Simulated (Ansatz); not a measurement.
# TiAl: the cost of one run

Computed with Ansatz 0.2.0 through its Python package. Level of theory: DFT r2SCAN, plane waves, PAW.

**1. Starting point**

Symmetry: P-6m2, No. 187, hexagonal system. Conventional cell: a = 2.867 Å, b = 2.867 Å, c = 4.678 Å, α = 90.00°, β = 90.00°, γ = 120.00°. Ti (site symmetry -6m2) has 6 Al at 2.87 Å and 6 Ti at 2.87 Å in its first shell of neighbours. Around Al (site symmetry -6m2) lie 6 Ti at 2.87 Å and 6 Al at 2.87 Å.

Input file tial.extxyz:

```xyz
2
Lattice="2.86726223 0.0 0.0 -1.43363112 2.48312193 0.0 0.0 0.0 4.678083" Properties=species:S:1:pos:R:3 pbc="T T T"
Ti    0.00000000    0.00000000    0.00000000
Al   -0.00000001    1.65541463    2.33904150
```

**2. Script**

File tial.py:

```python
import csv

import ansatz


def main() -> None:
    system = ansatz.Crystal.from_extxyz("tial.extxyz")

    job = (
        system.calculation()
        .functional("r2scan")
        .kpoints(13, 13, 7, center="gamma")
        .occupations(ansatz.OccupationsMethod.FERMI_DIRAC, width=0.1)
    )

    rows = []
    for value in [250, 300, 350, 400, 450]:
        rep = job.basis(value).run(threads=1).report
        rows.append((value, rep["free_energy_ev"] / len(rep["lattice"]["sites"]), rep["n_iterations"], rep["n_pw"]))

    with open("ecut.csv", "w", newline="") as handle:
        writer = csv.writer(handle)
        writer.writerow(["cutoff (eV)", "F/atom (eV)", "iterations", "plane waves"])
        writer.writerows([round(v, 5) if isinstance(v, float) else v for v in row] for row in rows)

    for row in rows[:-1]:
        shift = 1000 * (row[1] - rows[-1][1])
        print(f"{row[0]}: {shift:+.2f} meV/atom" + ("  (within 2 meV)" if abs(shift) < 2 else ""))


if __name__ == "__main__":
    main()
```

**3. What the engine is handed**

The package turns the script's settings into the engine's input (first run):

```yaml
crystal:
  lattice:
    - [2.86726223, 0.0, 0.0]
    - [-1.43363112, 2.48312193, 0.0]
    - [0.0, 0.0, 4.678083]
  atoms:
    - { symbol: Ti, position: [0.0, 0.0, 0.0] }
    - { symbol: Al, position: [0.33333333302182927, 0.6666666706938552, 0.5] }
basis:
  ecutwfc: 250.0
kpoints:
  mp_grid:
    grid: [13, 13, 7]
    shift: [0.0, 0.0, 0.0]
hamiltonian:
  xc: r2scan
scf:
  occupations:
    method: fermi_dirac
    width: 0.1
```

**4. Launch**

On the command line:

```bash
$ python tial.py
```

What time and memory should one allow on 1 thread of Arm Neoverse N1, shared host?

About 36 s, with a peak of 0.43 GiB.
